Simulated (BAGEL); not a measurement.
# C2H2BN (SMILES B[C]C#N): UHF/STO-3G (density fitting with qzvpp-jkfit)

Aim: the electronic atomisation energy of C2H2BN at UHF/STO-3G (density fitting with qzvpp-jkfit), from 5 runs. 

Program for the calculation: BAGEL 1.2.2.

22 further runs of the same task are left out: 1 that didn't finish, 21 set aside as unsound or not needed.

## 1. Starting point

The species is C2H2BN (6 atoms), meant as a triplet with charge 0. As SMILES, `B[C]C#N`. The coordinates come from a GFN2-xTB relaxation.

Bond lengths: B1–C2 1.467 Å, C2–C3 1.297 Å, C3–N4 1.187 Å, B1–H5 1.172 Å, B1–H6 1.173 Å. Angles: B1–C2–C3 179.7°, C2–C3–N4 179.9°, C2–B1–H5 120.4°, C2–B1–H6 120.3°, H5–B1–H6 119.3°.

## 2. A single-point energy at UHF/STO-3G (density fitting with qzvpp-jkfit)

input.json reads:

```json
{ "bagel" : [

{
  "title" : "molecule",
  "basis" : "sto-3g",
  "df_basis" : "qzvpp-jkfit",
  "angstrom" : "true",
  "geometry" : [
    { "atom" : "B", "xyz" : [      -0.573930,       0.997560,      -0.188130 ] },
    { "atom" : "C", "xyz" : [       0.149480,      -0.256980,       0.044000 ] },
    { "atom" : "C", "xyz" : [       0.788000,      -1.365760,       0.256030 ] },
    { "atom" : "N", "xyz" : [       1.370220,      -2.382130,       0.449290 ] },
    { "atom" : "H", "xyz" : [      -0.992760,       1.252310,      -1.252840 ] },
    { "atom" : "H", "xyz" : [      -0.741000,       1.755000,       0.691650 ] }
  ]
},

{
  "title" : "uhf",
  "nopen" : 2
},

{
  "title" : "print",
  "file" : "orbitals.molden",
  "orbitals" : "true"
}

]}
```

The run is started by

```bash
$ BAGEL_NUM_THREADS=1 BAGEL input.json > input.out
```

Standard output:

```text
* using 1 threads per process

  ===============================================================
  ===============================================================

  *** Geometry ***

  { "atom" : "B", "xyz" : [     -1.084571,      1.885115,     -0.355514 ] },
  { "atom" : "C", "xyz" : [      0.282476,     -0.485622,      0.083148 ] },
  { "atom" : "C", "xyz" : [      1.489104,     -2.580912,      0.483827 ] },
  { "atom" : "N", "xyz" : [      2.589341,     -4.501573,      0.849035 ] },
  { "atom" : "H", "xyz" : [     -1.876045,      2.366523,     -2.367524 ] },
  { "atom" : "H", "xyz" : [     -1.400287,      3.316469,      1.307029 ] },

  Number of auxiliary basis functions:      338

  Since a DF basis is specified, we compute 2- and 3-index integrals:
    o Being stored without compression. Storage requirement is 0.001 GB

  Number of basis functions:       22
  Number of electrons      :       26

    * METHOD: MOLECULE                             0.07

  *** Open-shell HF ***

  === Nuclear Repulsion ===
    74.5604095496

      * DIIS with orbital gradients will be used.

  === UHF iteration (sto-3g) ===
      0       -153.79668520          0.05562316           0.01
      1       -153.87031607          0.04915339           0.01
      2       -153.91263293          0.04124017           0.01
[... 15 lines of this table left out ...]
     18       -153.99061292          0.00000001           0.01
    * SCF iteration converged.

    * S^2 (UHF) is 2.4180

    * Permanent dipole moment:
           (    0.370476,    -0.647472,     0.123695) a.u.

    * METHOD: UHF                                  0.27

    * METHOD: PRINT                                0.00

  ===============================================================
```

Wall time 0.48 s (1 thread of Intel Xeon Platinum 8375C at 2.90GHz (Ice Lake), shared host).

## 3. The B atom

hf.json reads:

```json
{ "bagel": [

{
  "title": "molecule",
  "basis": "sto-3g",
  "df_basis": "qzvpp-jkfit",
  "angstrom": true,
  "geometry": [
    { "atom": "B", "xyz": [    0.000000,    0.000000,    0.000000 ] }
  ]
},
{ "title": "uhf", "nopen": 1 },
{ "title": "print", "file": "orbitals.molden", "orbitals": true }

]}
```

Run the same way, it converges to -24.14912 Eh (log not shown).

## 4. The C atom

calc.json reads:

```json
{ "bagel": [

{
  "title": "molecule",
  "basis": "sto-3g",
  "df_basis": "qzvpp-jkfit",
  "angstrom": true,
  "geometry": [
    { "atom": "C", "xyz": [    0.000000,    0.000000,    0.000000 ] }
  ]
},
{
  "title": "uhf",
  "nopen": 2
},
{
  "title": "print",
  "file": "orbitals.molden",
  "orbitals": true
}

]}
```

The run is started by

```bash
$ BAGEL_NUM_THREADS=1 BAGEL calc.json > calc.out
```

Standard output:

```text
* using 1 threads per process

  ===============================================================
  ===============================================================

  *** Geometry ***

  { "atom" : "C", "xyz" : [      0.000000,      0.000000,      0.000000 ] },

  Number of auxiliary basis functions:       75

  Since a DF basis is specified, we compute 2- and 3-index integrals:
    o Being stored without compression. Storage requirement is 0.000 GB

  Number of basis functions:        5
  Number of electrons      :        6

    * METHOD: MOLECULE                             0.02

  *** Open-shell HF ***

  === Nuclear Repulsion ===
     0.0000000000

      * DIIS with orbital gradients will be used.

  === UHF iteration (sto-3g) ===
      0        -37.19852448          0.00000000           0.00
    * SCF iteration converged.

    * S^2 (UHF) is 2.0000

    * Permanent dipole moment:
           (    0.000000,     0.000000,    -0.000000) a.u.

    * METHOD: UHF                                  0.03

    * METHOD: PRINT                                0.00

  ===============================================================
```

Wall time 0.2 s (1 thread of Intel Xeon Platinum 8375C at 2.90GHz (Ice Lake), shared host).

## 5. The H atom, same level

input.json reads:

```json
{ "bagel": [

{
  "title": "molecule",
  "basis": "sto-3g",
  "df_basis": "qzvpp-jkfit",
  "angstrom": true,
  "geometry": [
    { "atom": "H", "xyz": [    0.000000,    0.000000,    0.000000 ] }
  ]
},
{
  "title": "uhf",
  "nopen": 1
},
{
  "title": "print",
  "file": "orbitals.molden",
  "orbitals": true
}

]}
```

The run is started by

```bash
$ BAGEL_NUM_THREADS=1 BAGEL input.json > input.out
```

Standard output:

```text
* using 1 threads per process

  ===============================================================
  ===============================================================

  *** Geometry ***

  { "atom" : "H", "xyz" : [      0.000000,      0.000000,      0.000000 ] },

  Number of auxiliary basis functions:       18

  Since a DF basis is specified, we compute 2- and 3-index integrals:
    o Being stored without compression. Storage requirement is 0.000 GB

  Number of basis functions:        1
  Number of electrons      :        1

    * METHOD: MOLECULE                             0.01

  *** Open-shell HF ***

  === Nuclear Repulsion ===
     0.0000000000

      * DIIS with orbital gradients will be used.

  === UHF iteration (sto-3g) ===
      0         -0.46658185          0.00000000           0.00
    * SCF iteration converged.

    * S^2 (UHF) is 0.7500

    * Permanent dipole moment:
           (    0.000000,     0.000000,     0.000000) a.u.

    * METHOD: UHF                                  0.01

    * METHOD: PRINT                                0.00

  ===============================================================
```

Wall time 0.16 s (1 thread of Intel Xeon Platinum 8375C at 2.90GHz (Ice Lake), shared host).

## 6. The N atom at the same level

job.json reads:

```json
{ "bagel": [

{
  "title": "molecule",
  "basis": "sto-3g",
  "df_basis": "qzvpp-jkfit",
  "angstrom": "true",
  "geometry": [
    { "atom": "N", "xyz": [    0.000000,    0.000000,    0.000000 ] }
  ]
},
{
  "title": "uhf",
  "nopen": 3
},
{
  "title": "print",
  "file": "orbitals.molden",
  "orbitals": "true"
}

]}
```

Run the same way, it converges to -53.71912 Eh (log not shown).

## 7. What came out

Level: UHF/STO-3G (density fitting with qzvpp-jkfit).

```
                     quantity          value
       molecule: total energy  -153.99061 Eh
      molecule: dipole moment         1.92 D
               molecule: ⟨S²⟩          2.418
         B atom: total energy   -24.14912 Eh
        B atom: dipole moment         0.00 D
                 B atom: ⟨S²⟩          0.750
         C atom: total energy   -37.19852 Eh
        C atom: dipole moment         0.00 D
                 C atom: ⟨S²⟩          2.000
         H atom: total energy    -0.46658 Eh
        H atom: dipole moment         0.00 D
                 H atom: ⟨S²⟩          0.750
         N atom: total energy   -53.71912 Eh
        N atom: dipole moment         0.00 D
                 N atom: ⟨S²⟩          3.750
electronic atomisation energy      21.556 eV
```

**Reading.** Taking the molecule apart into free atoms costs 21.56 eV (497 kcal/mol), before zero-point energy and without spin-orbit coupling. Hartree–Fock lacks the correlation of the bonding pairs, which as a rule makes this value much too low; in minimal bases other errors can mask that. In a minimal basis such a difference can be off by several eV, whatever the method. ⟨S²⟩ (molecule) is 2.42 where a pure triplet has 2.00: the reference is spin-contaminated.
